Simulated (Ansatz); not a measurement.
# Pt16CO: the cost of one run

Method: DFT PBE, scalar-relativistic, plane waves, PAW, and further levels as typed in the inputs, in Ansatz 0.2.0.

### Step 1. The system as given

Symmetry: Cm, No. 8, monoclinic system. The conventional cell has a = 9.612 Å, b = 5.549 Å, c = 24.797 Å, α = 90.00°, β = 90.00°, γ = 90.00°. Pt (site symmetry 1) is surrounded by 9 Pt at 2.77 Å. Pt (site symmetry m) is surrounded by 9 Pt at 2.77 Å. Pt (site symmetry m) has 12 Pt at 2.77 to 2.81 Å as nearest neighbours. Around Pt (site symmetry m) lie 12 Pt at 2.77 to 2.83 Å. Pt (site symmetry 1) is surrounded by 12 Pt at 2.77 to 2.87 Å. Pt (site symmetry 1) has 12 Pt at 2.75 to 2.96 Å as nearest neighbours. Around Pt (site symmetry m) lie 12 Pt at 2.75 to 2.90 Å. Only part of the 14 independent sites is listed.

As a file:

```cif
data_structure
_symmetry_space_group_name_H-M 'Cm'
_symmetry_Int_Tables_number 8
_cell_length_a 9.6118
_cell_length_b 5.5494
_cell_length_c 24.7966
_cell_angle_alpha 90.000
_cell_angle_beta 90.000
_cell_angle_gamma 90.000
_cell_volume 1322.64
loop_
_atom_site_label
_atom_site_type_symbol
_atom_site_symmetry_multiplicity
_atom_site_Wyckoff_symbol
_atom_site_fract_x
_atom_site_fract_y
_atom_site_fract_z
_atom_site_occupancy
Pt1 Pt 4 b 0.25000 0.75000 0.36295 1
Pt2 Pt 2 a 0.50000 0.50000 0.36295 1
Pt3 Pt 2 a 0.50000 0.00000 0.36295 1
Pt4 Pt 2 a 0.33333 0.50000 0.45432 1
Pt5 Pt 2 a 0.33333 0.00000 0.45432 1
Pt6 Pt 4 b 0.58333 0.25000 0.45432 1
Pt7 Pt 4 b 0.41770 0.74920 0.54720 1
Pt8 Pt 2 a 0.67160 0.50000 0.54979 1
Pt9 Pt 2 a 0.66863 0.00000 0.54731 1
Pt10 Pt 4 b 0.25184 0.75035 0.64765 1
Pt11 Pt 2 a 0.50607 0.50000 0.64017 1
Pt12 Pt 2 a 0.49943 0.00000 0.63969 1
C1 C 2 a 0.26268 0.50000 0.70660 1
O1 O 2 a 0.26708 0.50000 0.75390 1
```

### Step 2. Single point: Pt16CO slab, no spin

The cell repeats along c, and a dipole correction in the vacuum removes the field between the copies.

Contents of input.yaml:

```yaml
crystal:
  lattice:
    - [5.549374, 0.0, 0.0]
    - [2.774687, 4.805899, 0.0]
    - [0.0, 0.0, 24.796567]
  atoms:
    - { symbol: Pt, position: [0.0, 0.0, 0.362953] }
    - { symbol: Pt, position: [0.5, 0.0, 0.362953] }
    - { symbol: Pt, position: [0.0, 0.5, 0.362953] }
    - { symbol: Pt, position: [0.5, 0.5, 0.362953] }
    - { symbol: Pt, position: [0.166667, 0.166667, 0.454318] }
    - { symbol: Pt, position: [0.666667, 0.166667, 0.454318] }
    - { symbol: Pt, position: [0.166667, 0.666667, 0.454318] }
    - { symbol: Pt, position: [0.666667, 0.666667, 0.454318] }
    - { symbol: Pt, position: [-0.166907, 0.335407, 0.547199] }
    - { symbol: Pt, position: [0.3315, 0.335407, 0.547199] }
    - { symbol: Pt, position: [-0.171598, 0.843196, 0.549793] }
    - { symbol: Pt, position: [0.331369, 0.837263, 0.547315] }
    - { symbol: Pt, position: [-0.002192, 0.003678, 0.647647] }
    - { symbol: Pt, position: [0.498514, 0.003678, 0.647647] }
    - { symbol: Pt, position: [-0.006066, 0.512132, 0.640172] }
    - { symbol: Pt, position: [0.500571, 0.498858, 0.639686] }
    - { symbol: C, position: [0.237321, 0.025359, 0.706603] }
    - { symbol: O, position: [0.232925, 0.034151, 0.753904] }
scf:
  occupations: { method: gaussian, width: 0.1 }
output:
  forces: true
hamiltonian:
  xc: pbe
kpoints:
  mp_grid: { grid: [12, 12, 1] }
efield:
  axis: 3
  dipole_correction: true
```

Run with:

```bash
ansatz run input.yaml --threads 8 --pin off --max-ram 15360MiB --backend cpu --events-out ev --progress --plain --runs-dir out
```

**Question.** How long does this run take on 8 threads of Intel Xeon Platinum 8488C (Sapphire Rapids), shared host, and how much memory does it need?

About 59 s, with a peak of 6.2 GiB.
